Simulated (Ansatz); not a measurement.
**C₂H₁₀AlBSi: a ladder of functionals and wavefunction methods**

How much do the methods differ for C₂H₁₀AlBSi? The plan is to run it at one geometry with functionals of several rungs and with coupled cluster. The yardstick is the atomisation energy at the CCSD(T) limit.

The runs use Ansatz 0.2.0, Gaussian basis; functionals in def2-TZVPP, the program's frozen cores in correlated methods.

Plan: PBE-D4, r2SCAN-D4, PBE0-D4, B3LYP-D4, ωB97X-V, ωB97M-V, B2PLYP; CCSD(T)/def2-TZVPP; MP2/def2-QZVPP; extrapolation to the limit.

**1. The geometry**

An earlier PBE0-D4 in a triple-zeta def2 set relaxation fixed the geometry.

SMILES `B[SiH2][CH2][AlH][CH3]`, 15 atoms, charge 0, spin multiplicity 1.

Atoms are counted from 1 here; the program's logs count them from 0.

Bond lengths: B1–Si2 2.013 Å, B1–H6 1.200 Å, B1–H7 1.196 Å, Si2–C3 1.874 Å, Si2–H8 1.495 Å, Si2–H9 1.498 Å, C3–Al4 1.949 Å, C3–H10 1.093 Å, C3–H11 1.099 Å, Al4–C5 1.959 Å, Al4–H12 1.590 Å, C5–H13 1.100 Å, C5–H14 1.095 Å, C5–H15 1.096 Å. Angles: Si2–B1–H6 119.0°, Si2–B1–H7 124.0°, H6–B1–H7 116.8°, B1–Si2–C3 109.4°, B1–Si2–H8 112.2°, B1–Si2–H9 106.9°, C3–Si2–H8 108.8°, C3–Si2–H9 113.2°, H8–Si2–H9 106.3°, Si2–C3–Al4 107.5°, Si2–C3–H10 112.5°, Si2–C3–H11 107.3°, Al4–C3–H10 113.4°, Al4–C3–H11 108.1°, H10–C3–H11 107.8°, C3–Al4–C5 117.1°, C3–Al4–H12 122.9°, C5–Al4–H12 119.9° and more.

**2. PBE-D4 (GGA)**

in.yaml

```yaml
crystal:
  periodic: [false, false, false]
  atoms:
    - {symbol: B, position_ang: [-0.114307, 1.833418, 0.531028]}
    - {symbol: Si, position_ang: [-1.280897, 0.286933, 1.078913]}
    - {symbol: C, position_ang: [-0.265110, -1.287593, 1.087138]}
    - {symbol: Al, position_ang: [0.481287, -1.511090, -0.699813]}
    - {symbol: C, position_ang: [1.074511, 0.108266, -1.628105]}
    - {symbol: H, position_ang: [0.942829, 1.986459, 1.077158]}
    - {symbol: H, position_ang: [-0.438722, 2.668431, -0.260871]}
    - {symbol: H, position_ang: [-2.445777, 0.104543, 0.159116]}
    - {symbol: H, position_ang: [-1.854028, 0.626842, 2.420559]}
    - {symbol: H, position_ang: [-0.837083, -2.153138, 1.430465]}
    - {symbol: H, position_ang: [0.567345, -1.135165, 1.787649]}
    - {symbol: H, position_ang: [0.559572, -2.919501, -1.433582]}
    - {symbol: H, position_ang: [1.261753, 0.971890, -0.972339]}
    - {symbol: H, position_ang: [2.003198, -0.052389, -2.185462]}
    - {symbol: H, position_ang: [0.323531, 0.421394, -2.362454]}
basis:
  gaussian: {orbitals: def2-TZVPP}
hamiltonian: {xc: pbe, dispersion: d4}
output: {forces: true, orbitals: {seedname: orbitals}}
```

On the command line:

```bash
> ansatz run in.yaml --threads 4 --pin off --events-out ev --progress --plain --max-ram 10444MiB
```

The runs that follow: r2SCAN-D4 (meta-GGA); PBE0-D4 (hybrid); B3LYP-D4 (hybrid); ωB97X-V (range-separated); ωB97M-V (range-separated); B2PLYP (double hybrid); CCSD(T) in def2-TZVPP; MP2 in def2-QZVPP.

Q: Predict the results of all the runs planned. Wanted: atomisation energy, CCSD(T)/CBS; farthest; mean size of error, hybrid; mean size of error, range-separated; gap, smallest and largest; T1 diagnostic; triples share of the correlation energy.

**Answer**, as computed:

| quantity | value |
| --- | --- |
| atomisation energy, CCSD(T)/CBS | 52.027 eV |
| functionals within 0.260 eV (0.5 %) | PBE-D4, PBE0-D4, B3LYP-D4, ωB97M-V |
| farthest | B2PLYP (-0.571 eV) |
| mean size of error, hybrid | 0.064 eV |
| mean size of error, range-separated | 0.256 eV |
| gap, smallest and largest | 3.55 eV (PBE-D4), 10.34 eV (ωB97X-V) |
| T1 diagnostic | 0.0111 |
| triples share of the correlation energy | 3.6 % |

**Reading.** PBE-D4 is off by +0.191 eV. Double hybrids carry the basis error of their MP2 part in triple zeta, and no dispersion term here, so their miss is partly the set-up's. The reference freezes the cores and leaves out relativity and excitations past (T), so misses under about 0.260 eV can't be ranked. Hartree-Fock recovers 77 % of the binding; the rest is correlation. The gap grows from 3.5 to 10.3 eV across the functionals, mostly with the share of exact exchange.
